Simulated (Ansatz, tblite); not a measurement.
# The cluster Cs3H2: one state, many levels

Aim: run the doublet of the cluster Cs3H2 at one geometry on many levels, and compare frontier levels, spin and run time.

Method: as each input shows; program: Ansatz 0.2.0, Gaussian basis.

Levels to be run: GFN1-xTB, GFN2-xTB, PBE-D4/def2-TZVP, r2SCAN-D4/def2-TZVP, HSE06-D4/def2-TZVP, ωB97X-V/def2-TZVP, BHLYP-D4/def2-TZVP, PBE-QIDH/def2-TZVP, B97M-V/def2-TZVP, PBE-D4/def2-SVP, PBE0-D4/def2-SVP, PBE0-D4/def2-TZVPD, PBE-D4/def2-TZVPD, r2SCAN-D4/def2-TZVPD, CCSD(T)/def2-TZVPP, MP2/def2-TZVP, RPA/def2-TZVP, CCSD(T)/def2-TZVPD.

1 further run of the same task is left out (set aside as unsound or not needed).

**1. The geometry**

The doublet was relaxed beforehand with PBE-D4/def2-TZVP. At that level it is the lowest of the isomers that a small search found.

5 atoms, charge 0, spin multiplicity 2.

Bond lengths: Cs1–Cs2 4.314 Å, Cs1–Cs3 4.645 Å, Cs1–H4 2.721 Å, Cs1–H5 2.893 Å, Cs2–Cs3 5.442 Å, Cs2–H4 2.668 Å, Cs2–H5 2.770 Å, Cs3–H5 2.834 Å. Angles: Cs2–Cs1–Cs3 74.7°, Cs2–Cs1–H4 36.4°, Cs2–Cs1–H5 39.3°, Cs3–Cs1–H4 111.1°, Cs3–Cs1–H5 35.4°, H4–Cs1–H5 75.7°, Cs1–Cs2–Cs3 55.4°, Cs1–Cs2–H4 37.2°, Cs1–Cs2–H5 41.4°, Cs3–Cs2–H4 92.7°, Cs3–Cs2–H5 14.0°, H4–Cs2–H5 78.7°, Cs1–Cs3–Cs2 49.9°, Cs1–Cs3–H5 36.2°, Cs2–Cs3–H5 13.7°, Cs1–H4–Cs2 106.4°, Cs1–H5–Cs2 99.2°, Cs1–H5–Cs3 108.4° and more.

Cs takes a core potential in the def2 sets. No spin-orbit coupling is included.

PBE0-D4/def2-TZVP was run before; its log isn't repeated, and its numbers join the tables.

**2. GFN1-xTB**

Tight binding, by tblite at 300 K electronic temperature and without a spin-polarisation term:

```python
tblite.interface.Calculator('GFN1-xTB', numbers, positions, charge=0, uhf=1).singlepoint()
```

Energy -55.5221 eV; 0.002 s.

**3. GFN2-xTB**

Tight binding, by tblite at 300 K electronic temperature and without a spin-polarisation term:

```python
tblite.interface.Calculator('GFN2-xTB', numbers, positions, charge=0, uhf=1).singlepoint()
```

Energy -42.6790 eV; 0.002 s.

**4. PBE-D4/def2-TZVP**

start.molden holds the orbitals of an earlier run on this state, given as this run's starting guess.

Contents of in.yaml:

```yaml
crystal:
  periodic: [false, false, false]
  atoms:
    - {symbol: Cs, position_ang: [-0.477451, 0.075496, -2.150090]}
    - {symbol: Cs, position_ang: [-0.103120, -1.836247, 1.699097]}
    - {symbol: Cs, position_ang: [1.080539, 3.383236, 0.714408]}
    - {symbol: H, position_ang: [-0.801793, -2.284922, -0.836349]}
    - {symbol: H, position_ang: [0.301835, 0.662427, 0.572943]}
basis:
  gaussian: {orbitals: def2-TZVP, initial_orbitals: start.molden}
magnetization: {spin_polarized: true, initial_magnetization: 1}
hamiltonian: {xc: pbe, dispersion: d4}
scf: {omitted_lower_state_checks: [starts]}
output: {forces: true, orbitals: {seedname: orbitals}}
```

The run is started by

```console
> ansatz run in.yaml --threads 4 --pin off --events-out ev --progress --plain --max-ram 3916MiB
```

After this run come: r2SCAN-D4/def2-TZVP; HSE06-D4/def2-TZVP; ωB97X-V/def2-TZVP; BHLYP-D4/def2-TZVP; PBE-QIDH/def2-TZVP; B97M-V/def2-TZVP; PBE-D4/def2-SVP; PBE0-D4/def2-SVP; PBE0-D4/def2-TZVPD; PBE-D4/def2-TZVPD; r2SCAN-D4/def2-TZVPD; CCSD(T)/def2-TZVPP; MP2/def2-TZVP; RPA/def2-TZVP; CCSD(T)/def2-TZVPD.

**Question.** What will the summary of the whole plan be? Wanted: gap in def2-TZVP, named functionals, smallest and largest; correlation energy, CCSD(T)/def2-TZVPP; correlation energy, MP2/def2-TZVP; correlation energy, CCSD(T)/def2-TZVPD; binding an atom, CCSD(T)/def2-TZVPP; ⟨S²⟩ in def2-TZVP, named functionals, smallest and largest; PBE0 total energy, smallest basis above largest.

**Answer**, as computed:

```
                                                  quantity                                value
 gap in def2-TZVP, named functionals, smallest and largest  0.34 eV (B97M-V), 3.07 eV (ωB97X-V)
                    correlation energy, CCSD(T)/def2-TZVPP                            -14.67 eV
                         correlation energy, MP2/def2-TZVP                             -9.44 eV
                    correlation energy, CCSD(T)/def2-TZVPD                            -10.89 eV
                       binding an atom, CCSD(T)/def2-TZVPP                             1.050 eV
⟨S²⟩ in def2-TZVP, named functionals, smallest and largest                         0.750, 0.752
           PBE0 total energy, smallest basis above largest       0.34 eV (def2-SVP, def2-TZVPD)
```

What this shows: Orbital gaps of the named functionals in def2-TZVP span 0.34 eV (B97M-V) to 3.07 eV (ωB97X-V); exact exchange widens it. The functionals in def2-TZVP miss CCSD(T)/def2-TZVPP by +0.054 (HSE06-D4) to +0.111 eV (BHLYP-D4) an atom. CCSD(T)/def2-TZVPP isn't at the basis-set limit; small misses against it rank nothing.
